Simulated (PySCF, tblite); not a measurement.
# C5H8B radical: geometry, infrared bands and EPR parameters

Wanted: the infrared bands and EPR parameters of C5H8B radical (`[B]1CC=CCC1`), by calculation.

Programs: tblite 0.8.0 and PySCF 2.14.0, with density-fitted response routines of our own. Each step states its level of theory. These are calculated values for one molecule in the gas phase, unless marked as measured. Atoms are numbered from 0 throughout.

**1. The molecule as given**

14 atoms, charge 0, multiplicity 2; geometry from: force field or distance geometry start.

Bonds of the start (Å): B0–C1 1.58, C1–C2 1.50, C2–C3 1.35, C3–C4 1.50, C4–C5 1.53, C5–B0 1.60, C1–H6 1.09, C1–H7 1.14, C2–H8 1.09, C3–H9 1.07, C4–H10 1.09, C4–H11 1.12, C5–H12 1.09, C5–H13 1.10.

**2. Relaxing the molecule with GFN2-xTB**

What the job is given:

```
{"job": {"kind": "relax", "xc": "GFN2-xTB", "basis": "xTB"}, "charge": 0, "multiplicity": 2}
B     -0.003500    -1.612900    -0.076900
C      1.276200    -0.869000     0.483600
C      1.332200     0.456900    -0.207600
C      0.210100     1.189200    -0.336000
C     -1.047900     0.630400     0.258700
C     -1.264000    -0.700300    -0.466300
H      2.187700    -1.458900     0.355100
H      1.115000    -0.582500     1.573700
H      2.292100     0.786300    -0.605400
H      0.237600     2.142800    -0.831300
H     -1.900100     1.300900     0.156700
H     -0.906100     0.409200     1.348500
H     -1.314100    -0.543500    -1.545400
H     -2.215800    -1.149200    -0.129500
```

Launch:

```console
OMP_NUM_THREADS=1 python probes_run.py task.json out
```

One launch serves the whole session: the jobs run in the order shown.

The log of the run:

```text
step      E/eV     max force
  0    -431.97076    1.425
  1    -432.04671    0.889
  2    -432.08387    0.591
  3    -432.10615    0.395
  4    -432.12652    0.283
  5    -432.13510    0.285
  6    -432.14988    0.272
  7    -432.15962    0.277
  8    -432.16872    0.258
  9    -432.17481    0.195
 10    -432.18030    0.193
 11    -432.18501    0.193
 12    -432.18901    0.199
 13    -432.19222    0.188
 14    -432.19527    0.130
 15    -432.19863    0.173
 16    -432.20196    0.147
 17    -432.20447    0.161
 18    -432.20639    0.126
 19    -432.20830    0.108
 20    -432.21062    0.153
 21    -432.21336    0.163
 22    -432.21610    0.127
 23    -432.21859    0.109
 24    -432.22075    0.107
 25    -432.22251    0.089
 26    -432.22380    0.073
 27    -432.22474    0.086
 28    -432.22544    0.078
 29    -432.22615    0.059
 30    -432.22704    0.055
 31    -432.22789    0.056
 32    -432.22844    0.056
 33    -432.22879    0.045
 34    -432.22909    0.039
 35    -432.22943    0.037
 36    -432.22978    0.046
 37    -432.23002    0.040
 38    -432.23015    0.030
 39    -432.23026    0.027
 40    -432.23038    0.027
 41    -432.23049    0.027
 42    -432.23055    0.021
 43    -432.23060    0.016
 44    -432.23064    0.013
 45    -432.23069    0.017
 46    -432.23074    0.020
 47    -432.23078    0.018
 48    -432.23083    0.024
 49    -432.23092    0.033
 50    -432.23108    0.038
 51    -432.23128    0.034
 52    -432.23146    0.030
 53    -432.23159    0.027
 54    -432.23167    0.023
 55    -432.23174    0.017
 56    -432.23179    0.011
 57    -432.23181    0.012
 58    -432.23183    0.009
```

It took 0.39 s on 1 thread of Intel Xeon Platinum 8259CL at 2.50GHz, shared host; peak memory 0.18 GiB.

Along the way: (not every step is listed)

```
step  energy from step 0 (eV)  largest force (eV/Å)
   0                   0.0000                1.4249
   1                  -0.0760                0.8885
   2                  -0.1131                0.5907
   3                  -0.1354                0.3948
   4                  -0.1558                0.2826
   5                  -0.1643                0.2849
   6                  -0.1791                0.2720
   7                  -0.1889                0.2770
   8                  -0.1980                0.2584
  12                  -0.2183                0.1992
  16                  -0.2312                0.1472
  20                  -0.2399                0.1534
  24                  -0.2500                0.1074
  28                  -0.2547                0.0777
  32                  -0.2577                0.0559
  36                  -0.2590                0.0458
  40                  -0.2596                0.0266
  44                  -0.2599                0.0134
  48                  -0.2601                0.0244
  52                  -0.2607                0.0302
  53                  -0.2608                0.0268
  54                  -0.2609                0.0230
  55                  -0.2610                0.0175
  56                  -0.2610                0.0110
  57                  -0.2611                0.0117
  58                  -0.2611                0.0094
```

Distances of close pairs at the start and the end, largest changes first:

```
  bond  before (Å)  after (Å)  change (Å)
 B0–C5       1.604      1.556      -0.048
 C1–H7       1.139      1.098      -0.040
C4–H11       1.121      1.096      -0.026
 C2–C3       1.346      1.325      -0.021
 C4–C5       1.531      1.550      +0.019
 B0–C1       1.583      1.564      -0.019
C5–H13       1.105      1.093      -0.012
 C1–C2       1.496      1.507      +0.011
```

The next job starts from the end point, and lists it.

**3. Harmonic vibrations with GFN2-xTB**

What the job is given:

```
{"job": {"kind": "ir", "xc": "GFN2-xTB", "basis": "xTB"}, "charge": 0, "multiplicity": 2}
B     -0.016184    -1.629569    -0.031241
C      1.314338    -0.924750     0.392785
C      1.345228     0.484166    -0.141034
C      0.249222     1.223041    -0.239042
C     -1.092320     0.693270     0.163045
C     -1.270328    -0.761356    -0.340568
H      2.241710    -1.439808     0.133678
H      1.298181    -0.878056     1.489904
H      2.303165     0.865682    -0.466821
H      0.292718     2.231525    -0.625267
H     -1.889415     1.330296    -0.227309
H     -1.174372     0.694156     1.255482
H     -1.388759    -0.733326    -1.430394
H     -2.213859    -1.155741     0.044616
```

The log of the run:

```text
mode    cm-1     km/mol
  1     110.5      2.75
  2     189.2      2.29
  3     372.4      1.36
  4     406.6      4.43
  5     474.8      2.36
  6     591.2      2.81
  7     699.9     62.54
  8     738.7     28.62
  9     795.2      4.45
 10     839.5      0.66
 11     888.1      0.61
 12     925.7      6.03
 13     950.5     12.49
 14     973.0     10.86
 15    1066.6      6.71
 16    1080.5      8.42
 17    1112.4     15.73
 18    1119.3     73.58
 19    1167.0      2.19
 20    1213.6      6.34
 21    1253.0     13.84
 22    1262.0      7.70
 23    1314.4     13.28
 24    1343.5      4.45
 25    1437.6      6.41
 26    1448.4     11.62
 27    1483.5      0.28
 28    1701.3     28.49
 29    2890.9     21.01
 30    2916.4      0.69
 31    2927.7     77.57
 32    2960.4     28.04
 33    2967.6     73.41
 34    2972.5     57.69
 35    3048.4     36.94
 36    3067.9     85.28
```

Run time: 0.46 s. Hardware: 1 thread of Intel Xeon Platinum 8259CL at 2.50GHz, shared host; peak memory 0.18 GiB.

Which atoms move in the most intense modes:

```
cm⁻¹  km/mol                               atoms
 700    62.5  C1 14 %, H8 12 %, H9 12 %, H6 11 %
 739    28.6           H9 25 %, H8 18 %, H7 12 %
1119    73.6          B0 34 %, H11 10 %, C1 10 %
2928    77.6                  H11 44 %, H12 42 %
2968    73.4                  H10 44 %, H13 41 %
2972    57.7                             H6 90 %
3048    36.9                    H8 68 %, H9 24 %
3068    85.3                    H9 68 %, H8 24 %
```

**4. g tensor and hyperfine couplings: B3LYP/pcH-1**

Same as in step 3 but for these lines:

```diff
@@ -1,2 +1,2 @@
-{"job": {"kind": "ir", "xc": "GFN2-xTB", "basis": "xTB"}, "charge": 0, "multiplicity": 2}
+{"job": {"kind": "epr", "basis": "pcH-1"}, "charge": 0, "multiplicity": 2}
 B     -0.016184    -1.629569    -0.031241
```

Level: UKS B3LYP, pcH-1 on B C H, non-relativistic, mean-field spin-orbit, GIAO.

The log of the run:

```text
UKS, coarse grid
  cycle   1  E = -220.05977236  |g| = 3.43e-01
  cycle   2  E = -220.03357835  |g| = 4.16e-01
  cycle   3  E = -220.12404050  |g| = 3.44e-02
  cycle   4  E = -220.12456649  |g| = 1.44e-02
  cycle   5  E = -220.12464097  |g| = 9.05e-03
  cycle   6  E = -220.12468259  |g| = 2.46e-03
  cycle   7  E = -220.12468592  |g| = 9.50e-04
UKS, final grid
  cycle   1  E = -220.12465171  |g| = 1.34e-03
  cycle   2  E = -220.12465013  |g| = 2.25e-03
  cycle   3  E = -220.12465254  |g| = 2.67e-04
  cycle   4  E = -220.12465258  |g| = 2.95e-05
  cycle   5  E = -220.12465258  |g| = 1.60e-05
E = -220.12465258 Eh   <S^2> = 0.7514 (exact 0.7500)
g shifts (ppm)      1          2          3
  rmc          -107       -107       -107
  gc             21         18         -9
  oz_so        -976        -54        359
  total       -1062       -142        243
hyperfine (MHz)  atom isotope    a_iso     a_fc   dipolar eigenvalues
    0   11B     381.62     381.62    -41.66    -41.04     82.71
    1   13C      39.21      39.21     -5.58     -4.04      9.62
    2   13C      24.82      24.82     -4.02     -2.52      6.53
    3   13C      -0.53      -0.53     -1.67     -0.30      1.97
    4   13C      24.79      24.79     -4.14     -3.77      7.91
    5   13C      52.48      52.48     -5.01     -4.05      9.05
    6    1H      22.64      22.64     -5.46     -4.31      9.78
    7    1H      -6.50      -6.50     -5.44     -3.57      9.01
    8    1H       9.10       9.10     -2.26     -1.11      3.36
    9    1H       2.28       2.28     -1.38     -1.36      2.75
   10    1H      14.51      14.51     -2.80     -0.68      3.48
   11    1H       0.42       0.42     -3.01     -1.55      4.56
   12    1H      -5.42      -5.42     -5.55     -3.82      9.37
   13    1H      12.58      12.58     -5.53     -4.18      9.71
```

It took 49 s on 1 thread of Intel Xeon Platinum 8259CL at 2.50GHz, shared host; peak memory 0.85 GiB.

Principal g values 2.00126, 2.00218, 2.00256; g(iso) = 2.00200, against 2.00232 for a free electron.

Mean a(iso) over the nuclei that a row names, and the largest dipolar term of the row (other rows stand at the frozen geometry):

```
  nuclei  isotope  a(iso) (MHz)  a(iso) (G, at g = 2.0023)  largest dipolar term (MHz)
      B0      11B         381.6                      136.2                        82.7
      C5      13C          52.5                       18.7                         9.1
      C1      13C          39.2                       14.0                         9.6
      C2      13C          24.8                        8.9                         6.5
      C4      13C          24.8                        8.8                         7.9
      H8       1H           9.1                        3.2                         3.4
  H6, H7       1H           8.1                        2.9                         9.8
H10, H11       1H           7.5                        2.7                         4.6
H12, H13       1H           3.6                        1.3                         9.7
      H9       1H           2.3                        0.8                         2.7
      C3      13C          -0.5                       -0.2                         2.0
```

Mulliken spin populations:

B0 0.96; C1 -0.02; C2 0.02; C3 0.01; C4 0.04; C5 -0.02; H6 0.00; H7 0.00; H8 0.01; H9 0.00; H10 0.01; H11 0.00; H12 0.00; H13 0.00

In first order the couplings over 0.8 MHz of 11B, 1H give 432 distinct lines over 426.2 G, if the averaged nuclei exchange fast; the same motion can average rows kept apart here too.

The fields below are evaluated on a grid from the run's orbitals.

ELF in a plane through or near 9 of the atoms.

Values, 10 rows by 14 columns:
```
0.00 0.00 0.00 0.00 0.00 0.00 0.00 0.00 0.00 0.00 0.00 0.00 0.00 0.00
0.00 0.00 0.00 0.00 0.00 0.00 0.04 0.12 0.01 0.00 0.00 0.00 0.00 0.00
0.00 0.00 0.00 0.01 0.02 0.02 0.90 0.99 0.70 0.00 0.00 0.00 0.00 0.00
0.00 0.00 0.06 0.89 0.93 0.22 0.64 0.91 0.25 0.45 0.97 0.58 0.00 0.00
0.00 0.00 0.01 0.49 0.85 0.77 0.86 0.63 0.68 0.93 0.99 0.78 0.01 0.00
0.00 0.00 0.08 0.39 0.53 0.87 0.23 0.13 0.89 0.70 0.07 0.01 0.00 0.00
0.00 0.01 0.79 0.99 0.96 0.80 0.49 0.75 0.56 0.96 0.98 0.63 0.01 0.00
0.00 0.00 0.05 0.30 0.09 0.62 0.92 0.89 0.31 0.68 0.96 0.44 0.00 0.00
0.00 0.00 0.00 0.00 0.02 0.82 0.97 0.95 0.32 0.01 0.00 0.00 0.00 0.00
0.00 0.00 0.00 0.00 0.00 0.12 0.26 0.11 0.01 0.00 0.00 0.00 0.00 0.00
```
The map spans 10.1 Å across and 9.8 Å up, centred on the molecule. Atoms in the plane (x, y in Å): B0 (-0.2, -1.6), C1 (-1.5, -0.7), C2 (-1.2, 0.7), C3 (0.0, 1.3), C5 (1.2, -0.9), H6 (-2.4, -1.1), H9 (0.1, 2.3), H10 (2.1, 1.0), H13 (2.0, -1.5).

On the surface of density 0.002 e/bohr³ the electrostatic potential runs, from the 1st to the 99th percentile, from -0.86 to 0.90 V.

The spin density lies nearest to B0 80 %.

**5. Results**

```
                                                                  quantity                 value
                                 strongest single infrared mode (GFN2-xTB)  3068 cm⁻¹, 85 km/mol
                                              zero-point energy (GFN2-xTB)         72.5 kcal/mol
                                                            g(iso) (B3LYP)               2.00200
                                                                      ⟨S²⟩    0.751 (exact 0.75)
                                        largest a(iso) (averaged by class)  11B on B0, 381.6 MHz
potential on the surface of density 0.002 e/bohr³, 1st and 99th percentile    -0.86 V and 0.90 V
```

Over 58 steps the energy fell by 0.261 eV; of the close pairs, B0–C5 changed most, 1.604 to 1.556 Å. No mode is imaginary among the 36: a minimum at this level. The strongest single mode, at 3068 cm⁻¹, moves mainly H9. Unscaled tight-binding wavenumbers are off by several per cent, some by more. Its intensities can rank the bands wrongly. Most of the unpaired spin sits on B0 (0.96 e). The isotropic g lies 0.3 ppt below the free-electron value. The conformer search found further structures of the same energy, which may be mirror or relabelled copies of this one.
